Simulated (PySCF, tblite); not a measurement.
**CH₅O₂Si radical: geometry, infrared bands and EPR parameters**

What infrared bands and EPR parameters should CH₅O₂Si radical (`C[Si](O)O`) show?

Programs: tblite 0.8.0 and PySCF 2.14.0, with density-fitted response routines of our own. Each step states its level of theory. These are calculated values for one molecule in the gas phase, unless marked as measured. Atoms count from 0, in the outputs and in this text.

## Step 1: Starting geometry

9 atoms, charge 0, multiplicity 2; geometry from: force field or distance geometry start.

Bonds of the start (Å): C0–Si1 1.89, Si1–O2 1.73, Si1–O3 1.73, C0–H4 1.10, C0–H5 1.12, C0–H6 1.10, O2–H7 0.98, O3–H8 1.01.

## Step 2: Geometry optimisation with GFN2-xTB

The job: settings as JSON, then the geometry in Å.

```
{"job": {"kind": "relax", "xc": "GFN2-xTB", "basis": "xTB"}, "charge": 0, "multiplicity": 2}
C      1.220500    -0.229900     0.045300
Si    -0.514000    -0.022100    -0.685600
O     -1.520700    -0.902600     0.412700
O     -1.010800     1.629500    -0.609700
H      1.597800    -1.217100    -0.250700
H      1.069900    -0.167200     1.149700
H      1.867000     0.582900    -0.324900
H     -2.025600    -1.610100    -0.046200
H     -0.670500     1.942500     0.284300
```

Started as:

```bash
$ OMP_NUM_THREADS=1 python probes_run.py task.json out
```

This one command runs all jobs of the session in turn.

**Question.** This job is followed by: GFN2-xTB harmonic vibrations, gas phase; UKS B3LYP, pcH-1 on C H O Si, non-relativistic, mean-field spin-orbit, GIAO. What will the session give for the following? strongest single infrared mode (GFN2-xTB); zero-point energy (GFN2-xTB); g(iso) (B3LYP); ⟨S²⟩; largest a(iso) (averaged by class); surface potential, 1st and 99th percentile.

**Answer**, as computed:

```
                                 quantity                    value
strongest single infrared mode (GFN2-xTB)     872 cm⁻¹, 312 km/mol
             zero-point energy (GFN2-xTB)            39.7 kcal/mol
                           g(iso) (B3LYP)                  2.00186
                                     ⟨S²⟩       0.751 (exact 0.75)
       largest a(iso) (averaged by class)  29Si on Si1, -735.0 MHz
    surface potential, 1st and 99th percentile       -1.52 V and 2.44 V
```

**Reading.** Over 48 steps the energy fell by 0.511 eV; of the close pairs, Si1–O3 changed most, 1.726 to 1.624 Å. No mode is imaginary among the 21: a minimum at this level. The strongest single mode, at 872 cm⁻¹, is spread over several atoms, Si1, O2, H8, H6 among them. Unscaled tight-binding wavenumbers are off by several per cent, some by more. Its intensities can rank the bands wrongly. Most of the unpaired spin sits on Si1 (0.79 e). The isotropic g lies 0.5 ppt below the free-electron value.
